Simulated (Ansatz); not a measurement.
**CH5AlBCl: a spread of methods and bases**

How do the results and run time of CH5AlBCl respond when the settings are drawn wide?

Program: Ansatz 0.2.0, Gaussian basis. Level of theory: the settings change from run to run. These are calculated values, not measurements.

## (1) The relaxed structure

An earlier PBE0-D4 in a triple-zeta def2 set relaxation fixed the geometry.

SMILES `[AlH2][BH]CCl`, 9 atoms, charge 0, spin multiplicity 1.

Atoms are counted from 1 here; the program's logs count them from 0.

Bond lengths: Al1–B2 2.119 Å, Al1–H5 1.595 Å, Al1–H6 1.597 Å, B2–C3 1.566 Å, B2–H7 1.201 Å, C3–Cl4 1.824 Å, C3–H8 1.087 Å, C3–H9 1.086 Å. Angles: B2–Al1–H5 123.2°, B2–Al1–H6 120.2°, H5–Al1–H6 116.6°, Al1–B2–C3 126.0°, Al1–B2–H7 120.0°, C3–B2–H7 113.9°, B2–C3–Cl4 79.7°, B2–C3–H8 120.4°, B2–C3–H9 122.0°, Cl4–C3–H8 107.5°, Cl4–C3–H9 107.1°, H8–C3–H9 112.2°.

## (2) wB97X-V/cc-pVTZ

Options: unrestricted orbitals.

File in.yaml:

```yaml
crystal:
  periodic: [false, false, false]
  atoms:
    - {symbol: Al, position_ang: [-0.578628, 1.700319, -0.363978]}
    - {symbol: B, position_ang: [-0.312112, -0.213431, 0.505338]}
    - {symbol: C, position_ang: [0.887811, -1.185568, 0.243605]}
    - {symbol: Cl, position_ang: [-0.303071, -1.795692, -0.995780]}
    - {symbol: H, position_ang: [-1.140598, 1.919185, -1.840053]}
    - {symbol: H, position_ang: [-0.240750, 3.017121, 0.474519]}
    - {symbol: H, position_ang: [-1.093518, -0.614882, 1.324531]}
    - {symbol: H, position_ang: [1.093009, -2.002468, 0.931004]}
    - {symbol: H, position_ang: [1.776357, -0.870884, -0.296287]}
basis:
  gaussian: {orbitals: cc-pVTZ}
magnetization: {spin_polarized: true, initial_magnetization: 0}
hamiltonian: {xc: {name: wB97X-V}}
```

Command:

```sh
ansatz run in.yaml --threads 2 --pin off --events-out ev --progress --plain --max-ram 4352MiB
```

The program printed:

```text
Functional definition: wB97X-V
  name "wB97X-V"
  cite "Mardirossian & Head-Gordon, Phys. Chem. Chem. Phys. 16, 9904 (2014) doi:10.1039/C3CP54374A"
  cite "Becke, J. Chem. Phys. 107, 8554 (1997) doi:10.1063/1.475007"
  cite "Vydrov & Van Voorhis, J. Chem. Phys. 133, 244103 (2010) doi:10.1063/1.3521275"
  parameter omega = 0.3/bohr
  parameter cx = 0.167
  parameter cx1 = 0.603
  parameter cx2 = 1.194
  parameter css0 = 0.556
  parameter css1 = -0.257
  parameter cos0 = 1.219
  parameter cos1 = -1.850
  parameter b = 6.0
  parameter c = 0.01
  exchange = spin_sum(e_x_unif_sr(omega)*poly(b97_u_x, 1 - cx, cx1, cx2)) + cx*exact_x_sr(omega) + exact_x_lr(omega)
  correlation = spin_sum(e_c_pw_same_spin*poly(b97_u_same, css0, css1))
      + integral(e_c_pw_opposite_spin*poly(b97_u_opposite, cos0, cos1)) + vv10(b, c)
1246 factors; their error is unknown
287 factors; integrals over basis functions are off by at most 1.1e-5 eV
mean field evaluation 1: about -20909.2475 eV, gradient 1.7e1 eV
mean field evaluation 2: about -20910.1490 eV, gradient 1.2e1 eV
mean field evaluation 4: about -20910.8999 eV, gradient 5.0e-1 eV
mean field evaluation 8: about -20910.9554 eV, gradient 1.4e-2 eV
mean field -20910.95540674 eV, -768.4634372431 hartree, gradient 4.6e-5 eV, S^2 0.000000; 0 other end points of the search recorded, 0 dependent functions left out
reference -20910.95540441 eV, -768.4634371575 hartree; 23, 23 occupied and 175, 175 virtual orbitals, 1246 factors
Total energy: -20910.95540441 eV, -768.4634371575 hartree
```

Run time: 19 s. Hardware: 2 threads of Arm Neoverse V1, shared host; peak memory 0.77 GiB.

⟨S²⟩ 0.000.

## (3) SVWN5/def2-mTZVPP

Options: unrestricted orbitals.

Edit in.yaml of step 2 so:

```diff
@@ -13,4 +13,4 @@
 basis:
-  gaussian: {orbitals: cc-pVTZ}
+  gaussian: {orbitals: def2-mTZVPP}
 magnetization: {spin_polarized: true, initial_magnetization: 0}
-hamiltonian: {xc: {name: wB97X-V}}
+hamiltonian: {xc: {name: SVWN5}}
```

The command is unchanged.

The program printed:

```text
Functional definition: SVWN5
  name "SVWN5"
  cite "Dirac, Proc. Camb. Phil. Soc. 26, 376 (1930) doi:10.1017/S0305004100016108"
  cite "Slater, Phys. Rev. 81, 385 (1951) doi:10.1103/PhysRev.81.385"
  cite "Vosko, Wilk & Nusair, Can. J. Phys. 58, 1200 (1980) doi:10.1139/p80-159"
  exchange = slater_x
  correlation = vwn5_c
1141 factors; their error is unknown
mean field evaluation 1: about -20815.6293 eV, gradient 4.5e1 eV
mean field evaluation 2: about -20774.1184 eV, gradient 8.8e1 eV
mean field evaluation 4: about -20825.8678 eV, gradient 7.2e0 eV
mean field evaluation 8: about -20826.1840 eV, gradient 1.2e-1 eV
mean field evaluation 16: about -20826.1592 eV, gradient 1.8e-4 eV
mean field -20826.15922139 eV, -765.3472349083 hartree, gradient 2.1e-5 eV, S^2 0.000000; 0 other end points of the search recorded, 0 dependent functions left out
reference -20826.15926843 eV, -765.3472366369 hartree; 23, 23 occupied and 89, 89 virtual orbitals, 1141 factors
Total energy: -20826.15926843 eV, -765.3472366369 hartree
```

Wall time 1.4 s (2 threads of Arm Neoverse V1, shared host).

⟨S²⟩ 0.000.

## (4) B3LYP5/pcseg-2

Set apart from the defaults: a point charge of -1.00 e beside it.

Edit in.yaml of step 3 so:

```diff
@@ -13,4 +13,4 @@
 basis:
-  gaussian: {orbitals: def2-mTZVPP}
-magnetization: {spin_polarized: true, initial_magnetization: 0}
-hamiltonian: {xc: {name: SVWN5}}
+  gaussian: {orbitals: pcseg-2, point_charges: [{charge: -1.00, position_ang: [5.426, 0.194, -0.128]}]}
+hamiltonian: {xc: {name: B3LYP5}}
+output: {forces: true}
```

Launched as before.

The program printed, shortened:

```text
Functional definition: B3LYP5
  name "B3LYP5"
  cite "Stephens, Devlin, Chabalowski & Frisch, J. Phys. Chem. 98, 11623 (1994) doi:10.1021/j100096a001"
  cite "Becke, Phys. Rev. A 38, 3098 (1988) doi:10.1103/PhysRevA.38.3098"
  cite "Lee, Yang & Parr, Phys. Rev. B 37, 785 (1988) doi:10.1103/PhysRevB.37.785"
  cite "Vosko, Wilk & Nusair, Can. J. Phys. 58, 1200 (1980) doi:10.1139/p80-159"
[...]
1145 factors; their error is unknown
[...]
mean field -20911.45663500 eV, -768.4818570418 hartree, gradient 2.5e-5 eV, S^2 0.000000; 0 other end points of the search recorded, 0 dependent functions left out
[...]
reference -20911.45692897 eV, -768.4818678451 hartree; 23, 23 occupied and 175, 175 virtual orbitals, 1145 factors
Total energy: -20911.45692897 eV, -768.4818678451 hartree
Atom 0 at    -0.578628     1.700319    -0.363978 Å, force     0.280184     0.008705     0.013319 eV/Å
Atom 1 at    -0.312112    -0.213431     0.505338 Å, force    -0.066451     0.085597     0.272548 eV/Å
Atom 2 at     0.887811    -1.185568     0.243605 Å, force     0.480018     0.283449     0.296215 eV/Å
Atom 3 at    -0.303071    -1.795692    -0.995780 Å, force    -0.430140    -0.485401    -0.624838 eV/Å
Atom 4 at    -1.140598     1.919185    -1.840053 Å, force    -0.048595     0.038198     0.042179 eV/Å
Atom 5 at    -0.240750     3.017121     0.474519 Å, force    -0.123880    -0.015273    -0.049807 eV/Å
Atom 6 at    -1.093518    -0.614882     1.324531 Å, force     0.018879     0.045833    -0.020009 eV/Å
Atom 7 at     1.093009    -2.002468     0.931004 Å, force     0.011807     0.092962    -0.053293 eV/Å
Atom 8 at     1.776357    -0.870884    -0.296287 Å, force     0.019254    -0.017057     0.128652 eV/Å
Dipole moment:     0.552284    -0.279845     0.130735 e Å
```

Run time: 6 s. Hardware: 2 threads of Arm Neoverse V1, shared host.

Largest force 0.901 eV/Å, dipole 3.04 D.

## (5) PBEsol/aug-cc-pVDZ

This run has atoms shaken by 0.08 Å, D3(BJ) with three-body dispersion.

File in.yaml:

```yaml
crystal:
  periodic: [false, false, false]
  atoms:
    - {symbol: Al, position_ang: [-0.546540, 1.842892, -0.538830]}
    - {symbol: B, position_ang: [-0.365362, -0.157505, 0.484398]}
    - {symbol: C, position_ang: [0.766697, -1.179751, 0.195580]}
    - {symbol: Cl, position_ang: [-0.350304, -1.659552, -0.926488]}
    - {symbol: H, position_ang: [-1.079548, 1.868549, -1.910198]}
    - {symbol: H, position_ang: [-0.154077, 2.983494, 0.447062]}
    - {symbol: H, position_ang: [-1.230434, -0.548904, 1.288579]}
    - {symbol: H, position_ang: [0.995227, -2.003484, 0.862717]}
    - {symbol: H, position_ang: [1.870877, -0.911826, -0.368444]}
basis:
  gaussian: {orbitals: aug-cc-pVDZ}
hamiltonian: {xc: {name: PBEsol}, dispersion: d3bjatm}
output: {forces: true}
```

Launched as before.

The program printed, shortened:

```text
Functional definition: PBEsol
  name "PBEsol"
  cite "Perdew et al., Phys. Rev. Lett. 100, 136406 (2008) doi:10.1103/PhysRevLett.100.136406"
  cite "Perdew, Burke & Ernzerhof, Phys. Rev. Lett. 77, 3865 (1996) doi:10.1103/PhysRevLett.77.3865"
  parent pbesol
[...]
1404 factors; their error is unknown
[...]
mean field -20859.75986720 eV, -766.5820358666 hartree, gradient 5.9e-5 eV, S^2 0.000000; 0 other end points of the search recorded, 0 dependent functions left out
[...]
reference -20859.75996379 eV, -766.5820394162 hartree; 23, 23 occupied and 122, 122 virtual orbitals, 1404 factors
Total energy: -20859.83763793 eV, -766.5848938881 hartree
Atom 0 at    -0.546540     1.842892    -0.538830 Å, force     0.672613    -2.013821     2.531773 eV/Å
Atom 1 at    -0.365362    -0.157505     0.484398 Å, force    -0.735510     1.394419    -0.046985 eV/Å
Atom 2 at     0.766697    -1.179751     0.195580 Å, force     5.952591     1.632432     0.993949 eV/Å
Atom 3 at    -0.350304    -1.659552    -0.926488 Å, force    -2.994703    -1.637899    -3.394701 eV/Å
Atom 4 at    -1.079548     1.868549    -1.910198 Å, force    -0.729754     0.381007    -2.094936 eV/Å
Atom 5 at    -0.154077     2.983494     0.447062 Å, force     0.134442     0.880599     0.161149 eV/Å
Atom 6 at    -1.230434    -0.548904     1.288579 Å, force     0.419989     0.184406    -0.191334 eV/Å
Atom 7 at     0.995227    -2.003484     0.862717 Å, force     0.065015    -0.470754     0.660151 eV/Å
Atom 8 at     1.870877    -0.911826    -0.368444 Å, force    -2.784683    -0.350389     1.380933 eV/Å
Dipole moment:     0.209982    -0.186049    -0.092897 e Å
```

Run time: 4.4 s. Hardware: 2 threads of Arm Neoverse V1, shared host.

Largest force 6.252 eV/Å, dipole 1.42 D.

## (6) rPW86-PBE/aug-pcseg-2

Options: unrestricted orbitals, D4 dispersion.

File in.yaml:

```yaml
crystal:
  periodic: [false, false, false]
  atoms:
    - {symbol: Al, position_ang: [-0.578628, 1.700319, -0.363978]}
    - {symbol: B, position_ang: [-0.312112, -0.213431, 0.505338]}
    - {symbol: C, position_ang: [0.887811, -1.185568, 0.243605]}
    - {symbol: Cl, position_ang: [-0.303071, -1.795692, -0.995780]}
    - {symbol: H, position_ang: [-1.140598, 1.919185, -1.840053]}
    - {symbol: H, position_ang: [-0.240750, 3.017121, 0.474519]}
    - {symbol: H, position_ang: [-1.093518, -0.614882, 1.324531]}
    - {symbol: H, position_ang: [1.093009, -2.002468, 0.931004]}
    - {symbol: H, position_ang: [1.776357, -0.870884, -0.296287]}
basis:
  gaussian: {orbitals: aug-pcseg-2}
magnetization: {spin_polarized: true, initial_magnetization: 0}
hamiltonian: {xc: {name: rPW86-PBE}, dispersion: d4}
output: {forces: true}
```

The command is unchanged.

The program printed, shortened:

```text
Functional definition: rPW86-PBE
  name "rPW86-PBE"
  cite "Murray, Lee & Langreth, J. Chem. Theory Comput. 5, 2754 (2009) doi:10.1021/ct900365q"
  cite "Perdew, Burke & Ernzerhof, Phys. Rev. Lett. 77, 3865 (1996) doi:10.1103/PhysRevLett.77.3865"
  parent pbe
[...]
1340 factors; their error is unknown
[...]
mean field -20936.96413326 eV, -769.4192403134 hartree, gradient 4.6e-5 eV, S^2 0.000000; 0 other end points of the search recorded, 0 dependent functions left out
[...]
reference -20936.96430121 eV, -769.4192464853 hartree; 23, 23 occupied and 284, 284 virtual orbitals, 1340 factors
Total energy: -20937.17474195 eV, -769.4269800401 hartree
Atom 0 at    -0.578628     1.700319    -0.363978 Å, force     0.001950    -0.002714     0.025820 eV/Å
Atom 1 at    -0.312112    -0.213431     0.505338 Å, force    -0.118347     0.184863     0.171850 eV/Å
Atom 2 at     0.887811    -1.185568     0.243605 Å, force     0.329463     0.124116     0.293514 eV/Å
Atom 3 at    -0.303071    -1.795692    -0.995780 Å, force    -0.364908    -0.339966    -0.523658 eV/Å
Atom 4 at    -1.140598     1.919185    -1.840053 Å, force    -0.006736     0.009847    -0.018694 eV/Å
Atom 5 at    -0.240750     3.017121     0.474519 Å, force    -0.000926     0.021258     0.002819 eV/Å
Atom 6 at    -1.093518    -0.614882     1.324531 Å, force     0.008882     0.036872    -0.008103 eV/Å
Atom 7 at     1.093009    -2.002468     0.931004 Å, force     0.056843    -0.054165     0.071017 eV/Å
Atom 8 at     1.776357    -0.870884    -0.296287 Å, force     0.093779     0.019890    -0.014565 eV/Å
Dipole moment:     0.289927    -0.300631     0.089596 e Å
```

Run time: 40 s. Hardware: 2 threads of Arm Neoverse V1, shared host; peak memory 0.67 GiB.

Largest force 0.723 eV/Å, dipole 2.05 D, ⟨S²⟩ 0.000.

## (7) PBE0/def2-SVP

This run has D4 dispersion, the search for lower states set to light.

Edit in.yaml of step 6 so:

```diff
@@ -13,5 +13,4 @@
 basis:
-  gaussian: {orbitals: aug-pcseg-2}
-magnetization: {spin_polarized: true, initial_magnetization: 0}
-hamiltonian: {xc: {name: rPW86-PBE}, dispersion: d4}
-output: {forces: true}
+  gaussian: {orbitals: def2-SVP}
+hamiltonian: {xc: {name: PBE0}, dispersion: d4}
+scf: {lower_state_search: light}
```

The command is unchanged.

The program printed:

```text
Functional definition: PBE0
  name "PBE0"
  cite "Adamo & Barone, J. Chem. Phys. 110, 6158 (1999) doi:10.1063/1.478522"
  cite "Perdew, Burke & Ernzerhof, Phys. Rev. Lett. 77, 3865 (1996) doi:10.1103/PhysRevLett.77.3865"
  parent pbe
  parameter a = 0.25
  parameter kappa = 0.804
  parameter beta = 0.06672455060314922
  exchange = (1 - a)*pbe_x(kappa = kappa, mu = beta*pi^2/3) + a*exact_x
  correlation = pbe_c(beta = beta)
867 factors; integrals over basis functions are off by at most 1.1e-3 eV
mean field evaluation 1: about -20891.8756 eV, gradient 3.7e1 eV
mean field evaluation 2: about -20889.7303 eV, gradient 4.6e1 eV
mean field evaluation 4: about -20895.7783 eV, gradient 1.1e0 eV
mean field evaluation 8: about -20895.9298 eV, gradient 1.1e-1 eV
mean field evaluation 16: about -20895.9299 eV, gradient 5.4e-6 eV
mean field -20895.92987022 eV, -767.9112589608 hartree, gradient 6.1e-6 eV, S^2 0.000000; 0 other end points of the search recorded, 0 dependent functions left out
reference -20895.92990097 eV, -767.9112600907 hartree; 23, 23 occupied and 66, 66 virtual orbitals, 867 factors
Total energy: -20896.08559339 eV, -767.9169816815 hartree
```

Wall time 1.7 s (2 threads of Arm Neoverse V1, shared host).

## (8) B3LYP/def2-TZVP

Options: unrestricted orbitals, atoms shaken by 0.15 Å, density fitting with cc-pVTZ-jkfit, high accuracy.

File in.yaml:

```yaml
crystal:
  periodic: [false, false, false]
  atoms:
    - {symbol: Al, position_ang: [-0.258917, 1.701160, -0.268117]}
    - {symbol: B, position_ang: [-0.383102, -0.181468, 0.356765]}
    - {symbol: C, position_ang: [0.794803, -0.966003, 0.119126]}
    - {symbol: Cl, position_ang: [-0.405257, -1.979953, -0.909261]}
    - {symbol: H, position_ang: [-1.145478, 2.062786, -2.032069]}
    - {symbol: H, position_ang: [-0.469514, 3.033206, 0.462155]}
    - {symbol: H, position_ang: [-0.887423, -0.784470, 1.239970]}
    - {symbol: H, position_ang: [1.255875, -2.194099, 0.923779]}
    - {symbol: H, position_ang: [2.042811, -0.643553, -0.382558]}
basis:
  gaussian: {orbitals: def2-TZVP, fitting: {mean_field: cc-pVTZ-jkfit}}
magnetization: {spin_polarized: true, initial_magnetization: 0}
hamiltonian: {xc: {name: B3LYP}}
accuracy: high
```

Launched as before.

The program printed, shortened:

```text
Functional definition: B3LYP
  name "B3LYP"
  cite "Stephens, Devlin, Chabalowski & Frisch, J. Phys. Chem. 98, 11623 (1994) doi:10.1021/j100096a001"
  cite "Becke, Phys. Rev. A 38, 3098 (1988) doi:10.1103/PhysRevA.38.3098"
  cite "Lee, Yang & Parr, Phys. Rev. B 37, 785 (1988) doi:10.1103/PhysRevB.37.785"
  cite "Vosko, Wilk & Nusair, Can. J. Phys. 58, 1200 (1980) doi:10.1139/p80-159"
[...]
550 factors; integrals over basis functions are off by at most 3.5e-1 eV
[...]
mean field -20910.91553235 eV, -768.4619718862 hartree, gradient 4.4e-8 eV, S^2 0.000000; 0 other end points of the search recorded, 0 dependent functions left out
reference -20910.91557911 eV, -768.4619736048 hartree; 23, 23 occupied and 143, 143 virtual orbitals, 550 factors
Total energy: -20910.91557911 eV, -768.4619736048 hartree
```

Run time: 11 s. Hardware: 2 threads of Arm Neoverse V1, shared host.

⟨S²⟩ 0.000.

## (9) r2SCAN/aug-cc-pVTZ

File in.yaml:

```yaml
crystal:
  periodic: [false, false, false]
  atoms:
    - {symbol: Al, position_ang: [-0.578628, 1.700319, -0.363978]}
    - {symbol: B, position_ang: [-0.312112, -0.213431, 0.505338]}
    - {symbol: C, position_ang: [0.887811, -1.185568, 0.243605]}
    - {symbol: Cl, position_ang: [-0.303071, -1.795692, -0.995780]}
    - {symbol: H, position_ang: [-1.140598, 1.919185, -1.840053]}
    - {symbol: H, position_ang: [-0.240750, 3.017121, 0.474519]}
    - {symbol: H, position_ang: [-1.093518, -0.614882, 1.324531]}
    - {symbol: H, position_ang: [1.093009, -2.002468, 0.931004]}
    - {symbol: H, position_ang: [1.776357, -0.870884, -0.296287]}
basis:
  gaussian: {orbitals: aug-cc-pVTZ}
hamiltonian: {xc: {name: r2SCAN}}
output: {forces: true}
```

Same command.

The program printed, shortened:

```text
Functional definition: r2SCAN
  name "r2SCAN"
  cite "Furness, Kaplan, Ning, Perdew & Sun, J. Phys. Chem. Lett. 11, 8208 (2020) doi:10.1021/acs.jpclett.0c02405"
  cite "Furness, Kaplan, Ning, Perdew & Sun, J. Phys. Chem. Lett. 11, 9248 (2020) doi:10.1021/acs.jpclett.0c03077"
  parent r2scan
[...]
1448 factors; their error is unknown
[...]
mean field -20911.54412796 eV, -768.4850723487 hartree, gradient 6.0e-5 eV, S^2 0.000000; 0 other end points of the search recorded, 0 dependent functions left out
[...]
reference -20911.54415256 eV, -768.4850732530 hartree; 23, 23 occupied and 284, 284 virtual orbitals, 1448 factors
Total energy: -20911.54415256 eV, -768.4850732530 hartree
Atom 0 at    -0.578628     1.700319    -0.363978 Å, force     0.001261    -0.009379     0.013971 eV/Å
Atom 1 at    -0.312112    -0.213431     0.505338 Å, force    -0.064342     0.116829     0.077651 eV/Å
Atom 2 at     0.887811    -1.185568     0.243605 Å, force     0.259656     0.083079     0.253109 eV/Å
Atom 3 at    -0.303071    -1.795692    -0.995780 Å, force    -0.204924    -0.196568    -0.300317 eV/Å
Atom 4 at    -1.140598     1.919185    -1.840053 Å, force    -0.004474     0.008883    -0.008613 eV/Å
Atom 5 at    -0.240750     3.017121     0.474519 Å, force    -0.002717     0.012488     0.000075 eV/Å
Atom 6 at    -1.093518    -0.614882     1.324531 Å, force     0.029687     0.004462    -0.016101 eV/Å
Atom 7 at     1.093009    -2.002468     0.931004 Å, force     0.006101     0.003985    -0.024278 eV/Å
Atom 8 at     1.776357    -0.870884    -0.296287 Å, force    -0.020247    -0.023779     0.004503 eV/Å
Dipole moment:     0.298350    -0.282282     0.102071 e Å
```

It took 15 s on 2 threads of Arm Neoverse V1, shared host; peak memory 0.49 GiB.

Largest force 0.413 eV/Å, dipole 2.03 D.

## (10) wPBEh/def2-SVPD

Edit in.yaml of step 9 so:

```diff
@@ -13,4 +13,4 @@
 basis:
-  gaussian: {orbitals: aug-cc-pVTZ}
-hamiltonian: {xc: {name: r2SCAN}}
+  gaussian: {orbitals: def2-SVPD}
+hamiltonian: {xc: {name: wPBEh}}
 output: {forces: true}
```

Launched as before.

The program printed, shortened:

```text
Functional definition: wPBEh
  name "wPBEh"
  cite "Heyd, Scuseria & Ernzerhof, J. Chem. Phys. 118, 8207 (2003) doi:10.1063/1.1564060"
  cite "Krukau, Vydrov, Izmaylov & Scuseria, J. Chem. Phys. 125, 224106 (2006) doi:10.1063/1.2404663"
  cite "Heyd & Scuseria, J. Chem. Phys. 120, 7274 (2004) doi:10.1063/1.1668634"
  cite "Ernzerhof & Perdew, J. Chem. Phys. 109, 3313 (1998) doi:10.1063/1.476928"
  cite "Perdew, Burke & Ernzerhof, Phys. Rev. Lett. 77, 3865 (1996) doi:10.1103/PhysRevLett.77.3865"
  parent pbe
[...]
1253 factors; integrals over basis functions are off by at most 9.5e-4 eV
163 factors; integrals over basis functions are off by at most 8.0e-7 eV
[...]
mean field -20897.30175140 eV, -767.9616746640 hartree, gradient 1.8e-5 eV, S^2 0.000000; 0 other end points of the search recorded, 0 dependent functions left out
[...]
reference -20897.30180952 eV, -767.9616768000 hartree; 23, 23 occupied and 108, 108 virtual orbitals, 1253 factors
Total energy: -20897.30180952 eV, -767.9616768000 hartree
Atom 0 at    -0.578628     1.700319    -0.363978 Å, force    -0.004511     0.008185    -0.003695 eV/Å
Atom 1 at    -0.312112    -0.213431     0.505338 Å, force     0.084025     0.204862    -0.013652 eV/Å
Atom 2 at     0.887811    -1.185568     0.243605 Å, force    -0.062579     0.133796     0.073428 eV/Å
Atom 3 at    -0.303071    -1.795692    -0.995780 Å, force    -0.128293    -0.180938    -0.242536 eV/Å
Atom 4 at    -1.140598     1.919185    -1.840053 Å, force    -0.013600     0.011143    -0.031528 eV/Å
Atom 5 at    -0.240750     3.017121     0.474519 Å, force     0.005314     0.034187     0.015397 eV/Å
Atom 6 at    -1.093518    -0.614882     1.324531 Å, force    -0.162422    -0.074916     0.163096 eV/Å
Atom 7 at     1.093009    -2.002468     0.931004 Å, force     0.049297    -0.210076     0.180281 eV/Å
Atom 8 at     1.776357    -0.870884    -0.296287 Å, force     0.232768     0.073757    -0.140791 eV/Å
Dipole moment:     0.301207    -0.274570     0.110963 e Å
```

It took 4.4 s on 2 threads of Arm Neoverse V1, shared host.

Largest force 0.329 eV/Å, dipole 2.03 D.

## (11) All runs side by side

| level | charge | multiplicity | geometry | functions | energy (eV) | time |
| --- | --- | --- | --- | --- | --- | --- |
| wB97X-V/cc-pVTZ | 0 | 1 | relaxed | 198 | -20910.955 | 19 s |
| SVWN5/def2-mTZVPP | 0 | 1 | relaxed | 112 | -20826.159 | 1.4 s |
| B3LYP5/pcseg-2 | 0 | 1 | relaxed, point charge | 198 | -20911.457 | 6 s |
| PBEsol/aug-cc-pVDZ | 0 | 1 | shaken | 145 | -20859.838 | 4.4 s |
| rPW86-PBE/aug-pcseg-2 | 0 | 1 | relaxed | 307 | -20937.175 | 40 s |
| PBE0/def2-SVP | 0 | 1 | relaxed | 89 | -20896.086 | 1.7 s |
| B3LYP/def2-TZVP | 0 | 1 | shaken | 166 | -20910.916 | 11 s |
| r2SCAN/aug-cc-pVTZ | 0 | 1 | relaxed | 307 | -20911.544 | 15 s |
| wPBEh/def2-SVPD | 0 | 1 | relaxed | 131 | -20897.302 | 4.4 s |

## (12) Outcome

```
                                         quantity                        value
                                             runs                            9
                                         quickest     SVWN5/def2-mTZVPP, 1.4 s
                                          slowest  rPW86-PBE/aug-pcseg-2, 40 s
spread of total energies, same state and geometry                     111.0 eV
                  dipole, same state and geometry               2.03 to 2.05 D
```

In words: Run time spans a factor of 29, from SVWN5/def2-mTZVPP to rPW86-PBE/aug-pcseg-2. The jobs differ in tasks and options as well as level. Total energies at one charge and spin differ by 111 eV between levels, so only differences within one level mean anything. At the PBE0-D4/def2-TZVP geometry and in the same state, runs without warnings or point charges leave forces up to 0.72 eV/Å (rPW86-PBE/aug-pcseg-2), against 6.3 eV/Å where the atoms were moved. At that geometry and state the dipole changes by 1 % between the lowest and highest value.
